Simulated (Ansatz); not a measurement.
# ZnHCl (SMILES [Cl][ZnH]): single points off equilibrium

Aim: energy, forces and dipole at a structure displaced at random from a GFN2-xTB minimum, from CCSD(T) and from density functionals.

Method: single points in def2-TZVPP; program: Ansatz 0.2.0, Gaussian basis.

Cores are frozen in the correlated methods. The 3s and 3p shells of Cu and Zn are frozen; filled d shells are correlated.

## 1. Where the work starts

SMILES `[Cl][ZnH]`, 3 atoms, charge 0, spin multiplicity 1.

Atoms are counted from 1 here; the program's logs count them from 0.

Bond lengths: Cl1–Zn2 2.025 Å, Zn2–H3 1.530 Å. Angles: Cl1–Zn2–H3 175.7°.

As a file:

```xyz
3
charge 0, multiplicity 1
Cl    1.6102   -0.5504    0.7483
Zn   -0.1256    0.0409   -0.1112
H    -1.4581    0.3773   -0.7831
```

## 2. CCSD(T)/def2-TZVPP

Input file run/in.yaml:

```yaml
crystal:
  periodic: [false, false, false]
  atoms:
    - {symbol: Cl, position_ang: [1.610200, -0.550400, 0.748300]}
    - {symbol: Zn, position_ang: [-0.125600, 0.040900, -0.111200]}
    - {symbol: H, position_ang: [-1.458100, 0.377300, -0.783100]}
basis:
  gaussian: {orbitals: def2-TZVPP}
correlation: {method: ccsd_t, frozen_orbitals: {Cl: 5, H: 0, Zn: 9}}
output: {forces: true}
```

No record of the launch command was kept for these runs.

## 3. PBE0-D4/def2-TZVPP

Changes to run/in.yaml since step 2:

```diff
@@ -8,3 +8,3 @@
   gaussian: {orbitals: def2-TZVPP}
-correlation: {method: ccsd_t, frozen_orbitals: {Cl: 5, H: 0, Zn: 9}}
-output: {forces: true}
+hamiltonian: {xc: pbe0, dispersion: d4}
+output: {forces: true, orbitals: {seedname: orbitals}}
```

## 4. wB97M-V/def2-TZVPP

Changes to run/in.yaml since step 3:

```diff
@@ -8,3 +8,3 @@
   gaussian: {orbitals: def2-TZVPP}
-hamiltonian: {xc: pbe0, dispersion: d4}
-output: {forces: true, orbitals: {seedname: orbitals}}
+hamiltonian: {xc: {name: wB97M-V}}
+output: {forces: true}
```

## 5. r2SCAN-D4/def2-TZVPP

Changes to run/in.yaml since step 4:

```diff
@@ -8,3 +8,3 @@
   gaussian: {orbitals: def2-TZVPP}
-hamiltonian: {xc: {name: wB97M-V}}
+hamiltonian: {xc: r2scan, dispersion: d4}
 output: {forces: true}
```

## 6. PBE-D4/def2-TZVPP

Changes to run/in.yaml since step 5:

```diff
@@ -8,3 +8,3 @@
   gaussian: {orbitals: def2-TZVPP}
-hamiltonian: {xc: r2scan, dispersion: d4}
+hamiltonian: {xc: pbe, dispersion: d4}
 output: {forces: true}
```

## 7. SPW92/def2-TZVPP

Changes to run/in.yaml since step 6:

```diff
@@ -8,3 +8,3 @@
   gaussian: {orbitals: def2-TZVPP}
-hamiltonian: {xc: pbe, dispersion: d4}
+hamiltonian: {xc: lda}
 output: {forces: true}
```

## 8. LC-wPBE/def2-TZVPP

Changes to run/in.yaml since step 7:

```diff
@@ -8,3 +8,3 @@
   gaussian: {orbitals: def2-TZVPP}
-hamiltonian: {xc: lda}
+hamiltonian: {xc: {name: LC-wPBE}}
 output: {forces: true}
```

(Steps that only read results are left out.)

**Question.** What will these runs give? Wanted: energy less free atoms, CCSD(T)/def2-TZVPP; RMS force component; RMS force error; HOMO and LUMO, PBE0-D4; T1 diagnostic.

As calculated:

| quantity | value |
| --- | --- |
| energy less free atoms, CCSD(T)/def2-TZVPP | -535.6 kJ/mol |
| RMS force component | 0.502 to 0.803 eV/Å over the methods |
| RMS force error | PBE0-D4 0.097, wB97M-V 0.041, r2SCAN-D4 0.128, PBE-D4 0.066, SPW92 0.334, LC-wPBE 0.205 eV/Å |
| HOMO and LUMO, PBE0-D4 | -9.04 and -0.57 eV |
| T1 diagnostic | 0.014 |

In words: Against CCSD(T) the functionals' energies less atoms differ by -99.1 to -10.0 kJ/mol, PBE-D4 by -10.0 kJ/mol. The reference is not at the basis limit: in triple zeta CCSD(T) underbinds, which counts against methods that bind more; the gaps are no ranking. On forces the order runs from wB97M-V to SPW92. Frozen-core CCSD(T) forces in triple zeta carry basis errors of their own, and this is one geometry, so small gaps rank nothing.
